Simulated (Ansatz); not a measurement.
# MoO3 (molybdenum trioxide): HF/STO-3G

Aim: the energy change on altering one bond length of MoO3 (molybdenum trioxide) at HF/STO-3G, from 2 runs. 

Program for the calculation: Ansatz 0.2.0.

3 further runs of the same task are left out: 2 that didn't finish, 1 set aside as unsound or not needed.

## (1) The structure to begin with

The species is MoO3 (4 atoms), meant as a singlet with charge 0. SMILES: `[O]=[Mo](=[O])=[O]`. The shape is that of a PBE0-D4/def2-TZVP optimisation.

Bond lengths: O1–Mo2 1.692 Å, Mo2–O3 1.692 Å, Mo2–O4 1.692 Å. Angles: O1–Mo2–O3 110.3°, O1–Mo2–O4 110.3°, O3–Mo2–O4 110.3°.

## (2) A single-point energy at HF/STO-3G

input.yaml

```yaml
crystal:
  periodic: [false, false, false]
  atoms:
    - {symbol: O, position_ang: [-0.968000, -0.149800, 1.262500]}
    - {symbol: Mo, position_ang: [-0.138100, -0.336500, -0.200300]}
    - {symbol: O, position_ang: [1.507000, -0.607600, 0.088800]}
    - {symbol: O, position_ang: [-0.345200, 1.033600, -1.171400]}
basis:
  gaussian:
    orbitals: STO-3G
hamiltonian:
  xc: hf
accuracy: high
output: {orbitals: {seedname: orbitals}}
```

On the command line:

```console
$ ansatz run input.yaml --threads 1 --pin off --max-ram 3480MiB --events-out events.jsonl --progress --plain --runs-dir runs
```

Log:

```text
Warning: RAYON_NUM_THREADS=1 ignored (pool sized by the plan → 1); use --threads N
Functional definition: HF
  name "HF"
  exchange = exact_x
  correlation = 0
877 factors; integrals over basis functions are off by at most 7.1e-9 eV
mean field evaluation 1: about -113111.6240 eV, gradient 8.0e1 eV
mean field evaluation 2: about -113111.7146 eV, gradient 8.0e1 eV
mean field evaluation 4: about -113130.4793 eV, gradient 1.4e1 eV
mean field evaluation 8: about -113131.1752 eV, gradient 4.2e-1 eV
mean field evaluation 16: about -113131.1674 eV, gradient 1.6e-8 eV
mean field evaluation 32: about -113124.7100 eV, gradient 3.3e0 eV
mean field evaluation 64: about -113119.4361 eV, gradient 5.1e0 eV
mean field evaluation 96: about -113120.9552 eV, gradient 1.1e1 eV
mean field -113131.16736975 eV, -4157.4937177788 hartree, gradient 6.4e-8 eV, S^2 0.000000; 0 other end points of the search recorded, 0 dependent functions left out
reference -113131.16736975 eV, -4157.4937177788 hartree; 33, 33 occupied and 9, 9 virtual orbitals, 877 factors
Total energy: -113131.16736975 eV, -4157.4937177788 hartree
```

Run time: 1.4 s. Hardware: 1 thread of Arm Neoverse V1, shared host; peak memory 0.1 GiB.

## (3) The distorted shape at the same level

in.yaml

```yaml
crystal:
  periodic: [false, false, false]
  atoms:
    - {symbol: O, position_ang: [-2.284080, 0.067080, 1.031220]}
    - {symbol: Mo, position_ang: [-1.454180, -0.119620, -0.431580]}
    - {symbol: O, position_ang: [1.507000, -0.607600, 0.088800]}
    - {symbol: O, position_ang: [-1.661280, 1.250480, -1.402680]}
basis:
  gaussian:
    orbitals: STO-3G
hamiltonian:
  xc: hf
accuracy: high
output: {orbitals: {seedname: orbitals}}
```

On the command line:

```console
$ ansatz run in.yaml --threads 1 --pin off --max-ram 3480MiB --events-out events.jsonl --progress --plain --runs-dir runs
```

Log, cut to the lines that bear on the results:

```text
Warning: RAYON_NUM_THREADS=1 ignored (pool sized by the plan → 1); use --threads N
Functional definition: HF
  name "HF"
[...]
827 factors; integrals over basis functions are off by at most 3.1e-8 eV
[...]
mean field -113124.62437344 eV, -4157.2532670996 hartree, gradient 4.8e-8 eV, S^2 0.000000; 4 other end points of the search recorded, 0 dependent functions left out
reference -113124.62437344 eV, -4157.2532670996 hartree; 33, 33 occupied and 9, 9 virtual orbitals, 827 factors
Total energy: -113124.62437344 eV, -4157.2532670996 hartree
```

Run time: 3.6 s. Hardware: 1 thread of Arm Neoverse V1, shared host; peak memory 0.1 GiB.

## (4) Outcome

Level: HF/STO-3G.

```
                                                          quantity           value
                                         first shape: total energy  -4157.49372 Eh
                                          first shape: HOMO energy        -7.59 eV
                                          first shape: LUMO energy         2.97 eV
                                        first shape: HOMO–LUMO gap        10.57 eV
                                     distorted shape: total energy  -4157.25327 Eh
                                      distorted shape: HOMO energy        -4.91 eV
                                      distorted shape: LUMO energy         4.26 eV
                                    distorted shape: HOMO–LUMO gap         9.17 eV
energy change with the Mo2–O3 bond stretched from 1.692 to 3.046 Å        6.543 eV
```

What this shows: With the Mo2–O3 bond stretched from 1.692 to 3.046 Å the energy rises by 6.54 eV (151 kcal/mol). The first shape isn't relaxed at this level, so the change isn't measured from a minimum. A restricted reference can't describe the breaking bond well at this length. The minimal basis adds a large error of its own. Relativity is left out (first shape) although the molecule holds a heavy atom. Relativity is left out (distorted shape) although the molecule holds a heavy atom.
